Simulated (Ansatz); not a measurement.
# HfO2: N on a O site

What does N on a O site do to the electrons of HfO2 (Pca2_1 host)? The defect is relaxed in a supercell and its densities are compared with the perfect crystal's.

Method: DFT PBE, scalar-relativistic, plane waves, PAW, in Ansatz 0.2.0.

### Step 1. The system as given

Symmetry: Pca2_1, No. 29, orthorhombic system. The conventional cell has a = 5.219 Å, b = 5.005 Å, c = 5.033 Å, α = 90.00°, β = 90.00°, γ = 90.00°. Hf (site symmetry 1) is surrounded by 7 O at 2.02 to 2.23 Å. O (site symmetry 1) has 3 Hf at 2.02 to 2.13 Å in its first shell of neighbours. O (site symmetry 1) is surrounded by 4 Hf at 2.11 to 2.23 Å.

Coordinates:

```cif
data_structure
_symmetry_space_group_name_H-M 'P 1'
_symmetry_Int_Tables_number 1
_cell_length_a 8.8101
_cell_length_b 8.8101
_cell_length_c 8.8101
_cell_angle_alpha 107.339
_cell_angle_beta 110.769
_cell_angle_gamma 110.327
_cell_volume 525.86
loop_
_atom_site_label
_atom_site_type_symbol
_atom_site_fract_x
_atom_site_fract_y
_atom_site_fract_z
_atom_site_occupancy
Hf1 Hf 0.25446 0.13722 0.15024 1
Hf2 Hf 0.75446 0.63722 0.15024 1
Hf3 Hf 0.75446 0.13722 0.65024 1
Hf4 Hf 0.25446 0.63722 0.65024 1
Hf5 Hf 0.00446 0.10422 0.36724 1
Hf6 Hf 0.50446 0.60422 0.36724 1
Hf7 Hf 0.50446 0.10422 0.86724 1
Hf8 Hf 0.00446 0.60422 0.86724 1
Hf9 Hf 0.98698 0.38722 0.13276 1
Hf10 Hf 0.48698 0.88722 0.13276 1
Hf11 Hf 0.48698 0.38722 0.63276 1
Hf12 Hf 0.98698 0.88722 0.63276 1
Hf13 Hf 0.73698 0.35422 0.34976 1
Hf14 Hf 0.23698 0.85422 0.34976 1
Hf15 Hf 0.23698 0.35422 0.84976 1
Hf16 Hf 0.73698 0.85422 0.84976 1
O1 O 0.22531 0.37357 0.21961 1
O2 O 0.72531 0.87357 0.21961 1
O3 O 0.72531 0.37357 0.71961 1
O4 O 0.22531 0.87357 0.71961 1
O5 O 0.97531 0.00570 0.10174 1
O6 O 0.47531 0.50570 0.10174 1
O7 O 0.47531 0.00570 0.60174 1
O8 O 0.97531 0.50570 0.60174 1
O9 O 0.47620 0.11312 0.09703 1
O10 O 0.97620 0.61312 0.09703 1
O11 O 0.97620 0.11312 0.59703 1
O12 O 0.47620 0.61312 0.59703 1
O13 O 0.72620 0.37917 0.11308 1
O14 O 0.22620 0.87917 0.11308 1
O15 O 0.22620 0.37917 0.61308 1
O16 O 0.72620 0.87917 0.61308 1
O17 O 0.26609 0.12917 0.40297 1
O18 O 0.76609 0.62917 0.40297 1
O19 O 0.76609 0.12917 0.90297 1
O20 O 0.26609 0.62917 0.90297 1
O21 O 0.51609 0.36312 0.38692 1
O22 O 0.01609 0.86312 0.38692 1
O23 O 0.01609 0.36312 0.88692 1
O24 O 0.51609 0.86312 0.88692 1
O25 O 0.65396 0.12357 0.39826 1
O26 O 0.15396 0.62357 0.39826 1
O27 O 0.15396 0.12357 0.89826 1
O28 O 0.65396 0.62357 0.89826 1
O29 O 0.90396 0.25570 0.28039 1
O30 O 0.40396 0.75570 0.28039 1
O31 O 0.40396 0.25570 0.78039 1
O32 O 0.90396 0.75570 0.78039 1
```

The runs take a perfect supercell of 48 atoms; the defect goes to fractional position (0.225, 0.374, 0.220).

### Step 2. The perfect supercell

input.yaml reads:

```yaml
crystal:
  lattice:
    - [-5.219463, 5.004764, 5.032685]
    - [5.219463, -5.004764, 5.032685]
    - [5.219463, 5.004764, -5.032685]
  atoms:
    - { symbol: Hf, position: [0.25446, 0.137223, 0.150243] }
    - { symbol: Hf, position: [0.75446, 0.637223, 0.150243] }
    - { symbol: Hf, position: [0.75446, 0.137223, 0.650243] }
    - { symbol: Hf, position: [0.25446, 0.637223, 0.650243] }
    - { symbol: Hf, position: [0.00446, 0.104217, 0.367237] }
    - { symbol: Hf, position: [0.50446, 0.604217, 0.367237] }
    - { symbol: Hf, position: [0.50446, 0.104217, 0.867237] }
    - { symbol: Hf, position: [0.00446, 0.604217, 0.867237] }
    - { symbol: Hf, position: [0.986981, 0.387223, 0.132763] }
    - { symbol: Hf, position: [0.486981, 0.887223, 0.132763] }
    - { symbol: Hf, position: [0.486981, 0.387223, 0.632763] }
    - { symbol: Hf, position: [0.986981, 0.887223, 0.632763] }
    - { symbol: Hf, position: [0.736981, 0.354217, 0.349757] }
    - { symbol: Hf, position: [0.236981, 0.854217, 0.349757] }
    - { symbol: Hf, position: [0.236981, 0.354217, 0.849757] }
    - { symbol: Hf, position: [0.736981, 0.854217, 0.849757] }
    - { symbol: O, position: [0.225311, 0.37357, 0.219614] }
    - { symbol: O, position: [0.725311, 0.87357, 0.219614] }
    - { symbol: O, position: [0.725311, 0.37357, 0.719614] }
    - { symbol: O, position: [0.225311, 0.87357, 0.719614] }
    - { symbol: O, position: [0.975311, 0.005697, 0.101741] }
    - { symbol: O, position: [0.475311, 0.505697, 0.101741] }
    - { symbol: O, position: [0.475311, 0.005697, 0.601741] }
    - { symbol: O, position: [0.975311, 0.505697, 0.601741] }
    - { symbol: O, position: [0.476205, 0.11312, 0.097033] }
    - { symbol: O, position: [0.976205, 0.61312, 0.097033] }
    - { symbol: O, position: [0.976205, 0.11312, 0.597033] }
    - { symbol: O, position: [0.476205, 0.61312, 0.597033] }
    - { symbol: O, position: [0.726205, 0.379172, 0.113084] }
    - { symbol: O, position: [0.226205, 0.879172, 0.113084] }
    - { symbol: O, position: [0.226205, 0.379172, 0.613084] }
    - { symbol: O, position: [0.726205, 0.879172, 0.613084] }
    - { symbol: O, position: [0.266088, 0.129172, 0.402967] }
    - { symbol: O, position: [0.766088, 0.629172, 0.402967] }
    - { symbol: O, position: [0.766088, 0.129172, 0.902967] }
    - { symbol: O, position: [0.266088, 0.629172, 0.902967] }
    - { symbol: O, position: [0.516088, 0.36312, 0.386916] }
    - { symbol: O, position: [0.016088, 0.86312, 0.386916] }
    - { symbol: O, position: [0.016088, 0.36312, 0.886916] }
    - { symbol: O, position: [0.516088, 0.86312, 0.886916] }
    - { symbol: O, position: [0.653956, 0.12357, 0.398259] }
    - { symbol: O, position: [0.153956, 0.62357, 0.398259] }
    - { symbol: O, position: [0.153956, 0.12357, 0.898259] }
    - { symbol: O, position: [0.653956, 0.62357, 0.898259] }
    - { symbol: O, position: [0.903956, 0.255697, 0.280386] }
    - { symbol: O, position: [0.403956, 0.755697, 0.280386] }
    - { symbol: O, position: [0.403956, 0.255697, 0.780386] }
    - { symbol: O, position: [0.903956, 0.755697, 0.780386] }
basis:
  ecutwfc: 420
  fft_grid_basis: typed
kpoints:
  mp_grid: { grid: [2, 2, 2] }
hamiltonian:
  xc: pbe
  pseudopotentials: { kind: paw }
scf:
  occupations: { method: gaussian, width: 0.05 }
output:
  forces: true
  stress: false
  eigenvalues: true
  bader: false
  write_density: true
  volumetric_format: npy
```

Started as:

```console
ansatz run input.yaml --threads 4 --pin off --max-ram 10240MiB --backend cpu --events-out ev --progress --plain --runs-dir out
```

What it wrote (excerpt; [...] marks lines left out):

```text
Warning: the atoms were moved onto the symmetric positions of the space group found under crystal.symmetry.tolerance 1.0e-5 (fractional; no operation is sought that the atoms, as they stand in a round, miss by more than twice it, and no atom is moved by as much as it), and the run uses [...]
Warning: RAYON_NUM_THREADS=4 ignored (pool sized by the plan → 4); use --threads N
[...]
Pseudopotentials: kind: paw
Pseudopotential: Hf, paw, valence charge 26, recommended cutoff 420 eV (normal), Hf.paw.azcp
Pseudopotential: O, paw, valence charge 6, recommended cutoff 420 eV (normal), O.paw.azcp
Functional definition: PBE
[...]
Crystal: 48 atoms, lattice volume = 525.859 Å³
Basis set: ecut = 420 eV, 10293 PW (Γ), exchange–correlation on 120×120×120 points (8 copies of the dense FFT grid, shifted against one another)
[...]
SCF iter   8: F=-269784.980348 eV  HF=-269784.980348 eV  |F-HF|=1.02e-8  |Δ(HF+E_count)|=   1.09e-7  Δρ=3.67e-6  dr2=6.04e-8  ethr=1.64e-11  ⟨swp⟩=10.0  Hψ=8104  notcnv=0
[...]
SCF converged after 8 iterations
Free energy (F): -269784.980348 eV
[...]
E sigma→0 (E₀):  -269784.980348 eV
Fermi energy:    17.492845 eV
[...]
--- Forces (eV/Å), atoms counted from 1 ---
  atom   1  Hf    -0.05227608     0.02670283     0.08950222
  atom   2  Hf    -0.05227608     0.02670283     0.08950222
  atom   3  Hf    -0.05227608     0.02670283     0.08950222
  atom   4  Hf    -0.05227608     0.02670283     0.08950222
  atom   5  Hf     0.05227608     0.02670283     0.08950222
  atom   6  Hf     0.05227608     0.02670283     0.08950222
  atom   7  Hf     0.05227608     0.02670283     0.08950222
  atom   8  Hf     0.05227608     0.02670283     0.08950222
[...]
--- Band table (eV; the first three rows and the last of 5) ---
[...]
```

Wall time 42 s (4 threads of Arm Neoverse N1, shared host); peak memory 3.6 GiB.

### Step 3. Relaxing the defect cell

Atoms within 3.2 Å of the site are nudged at random by about 0.03 Å, and the nearest get small starting moments, so that symmetry and spin can break.

input.yaml reads:

```yaml
crystal:
  lattice:
    - [-5.219463, 5.004764, 5.032685]
    - [5.219463, -5.004764, 5.032685]
    - [5.219463, 5.004764, -5.032685]
  atoms:
    - { symbol: Hf, position: [0.255121084, 0.1359507869, 0.14699144], spin: 0.5 }
    - { symbol: Hf, position: [0.75446, 0.637223, 0.150243] }
    - { symbol: Hf, position: [0.75446, 0.137223, 0.650243] }
    - { symbol: Hf, position: [0.25446, 0.637223, 0.650243] }
    - { symbol: Hf, position: [0.00446, 0.104217, 0.367237] }
    - { symbol: Hf, position: [0.4981452357, 0.6016642979, 0.359881332], spin: 0.5 }
    - { symbol: Hf, position: [0.50446, 0.104217, 0.867237] }
    - { symbol: Hf, position: [0.00446, 0.604217, 0.867237] }
    - { symbol: Hf, position: [0.9893241151, 0.3896561263, 0.1344299503], spin: 0.5 }
    - { symbol: Hf, position: [0.486981, 0.887223, 0.132763] }
    - { symbol: Hf, position: [0.486981, 0.387223, 0.632763] }
    - { symbol: Hf, position: [0.986981, 0.887223, 0.632763] }
    - { symbol: Hf, position: [0.736981, 0.354217, 0.349757] }
    - { symbol: Hf, position: [0.236981, 0.854217, 0.349757] }
    - { symbol: Hf, position: [0.236981, 0.354217, 0.849757] }
    - { symbol: Hf, position: [0.736981, 0.854217, 0.849757] }
    - { symbol: "N", position: [0.2264063221, 0.3756812748, 0.213007579], spin: 0.5 }
    - { symbol: O, position: [0.725311, 0.87357, 0.219614] }
    - { symbol: O, position: [0.725311, 0.37357, 0.719614] }
    - { symbol: O, position: [0.225311, 0.87357, 0.719614] }
    - { symbol: O, position: [0.9763487446, 0.0048566814, 0.1056767647] }
    - { symbol: O, position: [0.4744976714, 0.5109239541, 0.1063651683] }
    - { symbol: O, position: [0.475311, 0.005697, 0.601741] }
    - { symbol: O, position: [0.975311, 0.505697, 0.601741] }
    - { symbol: O, position: [0.476205, 0.11312, 0.097033] }
    - { symbol: O, position: [0.976205, 0.61312, 0.097033] }
    - { symbol: O, position: [0.976205, 0.11312, 0.597033] }
    - { symbol: O, position: [0.4769473492, 0.617661264, 0.6016912141] }
    - { symbol: O, position: [0.726205, 0.379172, 0.113084] }
    - { symbol: O, position: [0.226205, 0.879172, 0.113084] }
    - { symbol: O, position: [0.226205, 0.379172, 0.613084] }
    - { symbol: O, position: [0.726205, 0.879172, 0.613084] }
    - { symbol: O, position: [0.2630973735, 0.1297148377, 0.4013655699] }
    - { symbol: O, position: [0.766088, 0.629172, 0.402967] }
    - { symbol: O, position: [0.766088, 0.129172, 0.902967] }
    - { symbol: O, position: [0.266088, 0.629172, 0.902967] }
    - { symbol: O, position: [0.5221772788, 0.3635503249, 0.3883103092] }
    - { symbol: O, position: [0.016088, 0.86312, 0.386916] }
    - { symbol: O, position: [0.0153722986, 0.3615780576, 0.88511683] }
    - { symbol: O, position: [0.516088, 0.86312, 0.886916] }
    - { symbol: O, position: [0.653956, 0.12357, 0.398259] }
    - { symbol: O, position: [0.1540132674, 0.6266760615, 0.4048921642] }
    - { symbol: O, position: [0.1496762052, 0.1177786905, 0.8900534181] }
    - { symbol: O, position: [0.653956, 0.62357, 0.898259] }
    - { symbol: O, position: [0.9061101425, 0.258328978, 0.2847250942] }
    - { symbol: O, position: [0.4103900286, 0.7563520391, 0.2838061185] }
    - { symbol: O, position: [0.403956, 0.255697, 0.780386] }
    - { symbol: O, position: [0.903956, 0.755697, 0.780386] }
magnetization:
  spin_polarized: true
basis:
  ecutwfc: 420
  fft_grid_basis: typed
kpoints:
  mp_grid: { grid: [2, 2, 2] }
hamiltonian:
  xc: pbe
  pseudopotentials: { kind: paw }
scf:
  occupations: { method: gaussian, width: 0.05 }
output:
  forces: true
  stress: false
  eigenvalues: false
  bader: false
  write_density: false
  volumetric_format: npy
  populations: true
relax:
  adjacent_minimum: "off"
  max_steps: 30
  f_tol: 0.05
```

Started as:

```console
ansatz run input.yaml --threads 4 --pin off --max-ram 10240MiB --backend cpu --events-out ev --progress --plain --runs-dir out
```

What it wrote:

```text
settings of this run that can trade accuracy for cost: output.eigenvalues: false. Do not mix this run's numbers with those of runs without the same settings; the input reference describes each key
Warning: RAYON_NUM_THREADS=4 ignored (pool sized by the plan → 4); use --threads N
Engine: ansatz 0.2.0, aarch64-unknown-linux-gnu
Pseudopotentials: kind: paw
Pseudopotential: Hf, paw, valence charge 26, recommended cutoff 420 eV (normal), Hf.paw.azcp
Pseudopotential: N, paw, valence charge 5, recommended cutoff 420 eV (normal), N.paw.azcp
Pseudopotential: O, paw, valence charge 6, recommended cutoff 420 eV (normal), O.paw.azcp
Functional definition: PBE
  parameter kappa = 0.804
  parameter beta = 0.06672455060314922
  exchange = pbe_x(kappa = kappa, mu = beta*pi^2/3)
  correlation = pbe_c(beta = beta)
Crystal: 48 atoms, lattice volume = 525.859 Å³
Basis set: ecut = 420 eV, 10293 PW (Γ), exchange–correlation on 120×120×120 points (8 copies of the dense FFT grid, shifted against one another)
Bands: 366, of which v1, the nominal top of the filled ones, is band 304 counted from 1 (303 counted from 0)
Symmetry: 1 space group operations
Space group: P1 (ITA 1), of the structure as read, at distance tolerance 8.1e-5 Å
Magnetic group: BNS 1.1 (UNI 1), of the structure as read, at distance tolerance 8.1e-5 Å
k-points: 8
Non-local potential: Hf, projectors of the file, l = 0: 3, l = 1: 2, l = 2: 2, l = 3: 3
Non-local potential: N, projectors of the file, l = 0: 2, l = 1: 2, l = 2: 1
Non-local potential: O, projectors of the file, l = 0: 2, l = 1: 2, l = 2: 1
PAW form: soft (Blöchl's): semilocal exchange-correlation on the pseudo side does not see the compensation charge
PAW one-centre angular grid: Hf, 590 points (default); XC on 64 Gauss nodes
PAW one-centre angular grid: N, 110 points (default); XC on 64 Gauss nodes
PAW one-centre angular grid: O, 110 points (default); XC on 64 Gauss nodes
Initial density: superposition of atomic densities (chi_scale 0.1, normalization cell, long waves kept (reshape's long-wave potential 0.18 eV rms))
Starting moments: Σ|m| = 2 μB on 4 of 48 sites
Initial wavefunctions: pseudopotential atomic-orbital guess
Functional: x = pbe(κ = 0.804, μ = 0.2195149727645171), c = pbe(β = 0.06672455060314922)
SCF iter   1: F=—  HF=-269602.226323 eV  |F-HF|=—  |Δ(HF+E_count)|=         —  Δρ=4.47e-2 (↑4.20e-2 ↓4.47e-2)  dr2=3.52e1  dr2_m=1.69e-1  M=0.893 μB ∫|m|=1.074 μB  β_m=0.30  ethr=3.10e-3  ⟨swp⟩=5.0  Hψ=17015  notcnv=0  defer=213
Mixer restart at iter 1: flushing history
preconditioner: auto → Kerker (q_TF=auto, 2.794 Å⁻¹)  [metal: Δε(μ)=0.029 eV  Ē_g=18.953 eV  σ=0.050 eV  W_gap=0.31  n_scr=192 (ndim 8)  ℏωp=38.8 eV  f_vac=0.000  D(μ)=3.53/eV (n_scr^D=12)]
spin=Collinear: Kerker preconditioning applied to the charge; magnetization (m = ρ↑ − ρ↓) channel mixes plain (no charge-response kernel on spin).
SCF iter   2: F=—  HF=-269600.699520 eV  |F-HF|=—  |Δ(HF+E_count)|=    1.53e0  Δρ=3.19e-2 (↑2.99e-2 ↓3.19e-2)  dr2=2.06e1  dr2_m=9.37e-2  M=0.892 μB ∫|m|=1.025 μB  β_m=0.61  ethr=3.10e-3  ⟨swp⟩=2.0  Hψ=6820  notcnv=0  defer=910
SCF iter   3: F=—  HF=-269599.306760 eV  |F-HF|=—  |Δ(HF+E_count)|=    1.39e0  Δρ=1.18e-2 (↑1.12e-2 ↓1.18e-2)  dr2=5.55e0  dr2_m=4.92e-3  M=0.750 μB ∫|m|=0.849 μB  β_m=0.59  ethr=3.10e-3  ⟨swp⟩=2.0  Hψ=9735  notcnv=0  defer=897
SCF iter   4: F=—  HF=-269597.805701 eV  |F-HF|=—  |Δ(HF+E_count)|=    1.50e0  Δρ=6.19e-3 (↑6.19e-3 ↓6.15e-3)  dr2=1.31e0  dr2_m=2.81e-3  M=0.934 μB ∫|m|=1.027 μB  β_m=0.79  ethr=9.14e-4  ⟨swp⟩=2.3  Hψ=11588  notcnv=0  defer=903
SCF iter   5: F=—  HF=-269598.304612 eV  |F-HF|=—  |Δ(HF+E_count)|=   4.99e-1  Δρ=3.98e-3 (↑2.82e-3 ↓3.98e-3)  dr2=2.85e-1  dr2_m=1.42e-2  M=1.000 μB ∫|m|=1.103 μB  β_m=0.76  ethr=2.16e-4  ⟨swp⟩=2.1  Hψ=9398  notcnv=0  defer=906
SCF iter   6: F=—  HF=-269598.268707 eV  |F-HF|=—  |Δ(HF+E_count)|=         —  Δρ=1.70e-3 (↑1.56e-3 ↓1.70e-3)  dr2=5.78e-2  dr2_m=3.48e-3  M=1.000 μB ∫|m|=1.112 μB  β_m=0.76  ethr=4.70e-5  ⟨swp⟩=2.0  Hψ=10582  notcnv=0  defer=906
Mixer restart at iter 6: flushing history
[... 111 lines left out ...]
    - { symbol: O, position: [0.7261919319409373, 0.3733461899271581, 0.7260476700597547] }
    - { symbol: O, position: [0.22489664557603153, 0.8733792326939558, 0.7248016112054454] }
    - { symbol: O, position: [0.9735608976950647, -0.005454210982251628, 0.10165113547569488] }
    - { symbol: O, position: [0.4762960441826903, 0.5045780499542678, 0.1018270326839395] }
    - { symbol: O, position: [0.47509222756847125, 0.002153437983929432, 0.6022634437098715] }
    - { symbol: O, position: [0.9759403574998502, 0.5012144127658089, 0.6025004320891589] }
    - { symbol: O, position: [0.4761230406199065, 0.11456438173599542, 0.0974974370188732] }
    - { symbol: O, position: [0.9732575920053426, 0.6177279894874447, 0.09628291579778242] }
    - { symbol: O, position: [0.975840431941805, 0.11639530791594205, 0.5977223854497995] }
    - { symbol: O, position: [0.4720792691290578, 0.6129555155835037, 0.5924522795562179] }
    - { symbol: O, position: [0.72073543073114, 0.378354623029001, 0.10850664746136114] }
    - { symbol: O, position: [0.22539046867354973, 0.8752723769011149, 0.10936605352565543] }
    - { symbol: O, position: [0.22513018339950458, 0.37804098407702463, 0.6089981228570001] }
    - { symbol: O, position: [0.727976091312015, 0.880345115775599, 0.6132749110492639] }
    - { symbol: O, position: [0.26921540377243597, 0.12815843693622925, 0.40280990526193805] }
    - { symbol: O, position: [0.7714722279862409, 0.6295359807856762, 0.40336409976872856] }
    - { symbol: O, position: [0.7664763371787425, 0.12708454696781138, 0.9028278372665943] }
    - { symbol: O, position: [0.2684807890701284, 0.6277139812970233, 0.9028949768172578] }
    - { symbol: O, position: [0.5228328594355673, 0.3660862519750454, 0.39378658779741266] }
    - { symbol: O, position: [0.020065937197420475, 0.8674390644566183, 0.3922421244447478] }
    - { symbol: O, position: [0.018714085483263976, 0.3656118611296404, 0.8916160806683862] }
    - { symbol: O, position: [0.517247705099376, 0.8638548772858767, 0.8886580615316078] }
    - { symbol: O, position: [0.6513725788817906, 0.12439028164136097, 0.39853483183972604] }
    - { symbol: O, position: [0.14703772396774414, 0.6230211190588414, 0.397017485716419] }
    - { symbol: O, position: [0.15224590920815817, 0.12702424447792948, 0.9020720339063382] }
    - { symbol: O, position: [0.6465271072002367, 0.6222016909020764, 0.8960528200794667] }
    - { symbol: O, position: [0.8990099272448349, 0.2515492845992137, 0.27519537046956427] }
    - { symbol: O, position: [0.40565259919181823, 0.7579813292933935, 0.28077799058746095] }
    - { symbol: O, position: [0.3978548914432918, 0.2506948353911055, 0.7751611734972661] }
    - { symbol: O, position: [0.899724876342584, 0.7513834883712616, 0.7756546082840938] }
--- Löwdin populations: 48 sites ---
  site symbol       q [e]    m [muB]
     0     Hf     24.6293    -0.0069
     1     Hf     24.5849     0.0020
     2     Hf     24.5813     0.0012
     3     Hf     24.5821    -0.0008
     4     Hf     24.5830    -0.0007
     5     Hf     24.6320    -0.0079
     6     Hf     24.5844    -0.0002
     7     Hf     24.5847     0.0002
     8     Hf     24.6470    -0.0005
     9     Hf     24.5840    -0.0003
    10     Hf     24.5849    -0.0013
    11     Hf     24.5831     0.0026
    12     Hf     24.5880     0.0007
    13     Hf     24.5807     0.0005
    14     Hf     24.5846    -0.0044
    15     Hf     24.5832     0.0016
    16      N      5.5854     0.7749
    17      O      6.6615     0.0002
    18      O      6.6659     0.0015
    19      O      6.6645     0.0039
    20      O      6.6610     0.0023
    21      O      6.6534     0.0271
    22      O      6.6631     0.0011
    23      O      6.6628     0.0009
    24      O      6.6577     0.0003
    25      O      6.6571     0.0011
    26      O      6.6616     0.0007
    27      O      6.6582     0.0299
    28      O      6.6580     0.0026
    29      O      6.6569     0.0029
    30      O      6.6593     0.0014
    31      O      6.6593    -0.0005
    32      O      6.6547     0.0092
    33      O      6.6582     0.0038
    34      O      6.6569     0.0016
    35      O      6.6599     0.0003
    36      O      6.6568     0.0091
    37      O      6.6608     0.0015
    38      O      6.6533     0.0247
    39      O      6.6610     0.0011
    40      O      6.6635     0.0010
    41      O      6.6559     0.0315
    42      O      6.6542     0.0573
    43      O      6.6638     0.0018
    44      O      6.6619     0.0144
    45      O      6.6587     0.0040
    46      O      6.6647     0.0006
    47      O      6.6645     0.0004
  spilling = 0.002419 (of n_electrons = 607.000000)
settings of this run that can trade accuracy for cost: output.eigenvalues: false. Do not mix this run's numbers with those of runs without the same settings; the input reference describes each key
```

Run time: 16 min. Hardware: 4 threads of Arm Neoverse N1, shared host; peak memory 4.9 GiB.

| step | energy from step 1 (eV) | largest force component (eV/Å) |
| --- | --- | --- |
| 1 | 0.000 | 2.206 |
| 2 | -0.325 | 0.416 |
| 3 | -0.376 | 1.139 |
| 4 | -0.420 | 0.403 |
| 5 | -0.458 | 0.072 |
| 6 | -0.460 | 0.009 |

[end of part 1 of 2]
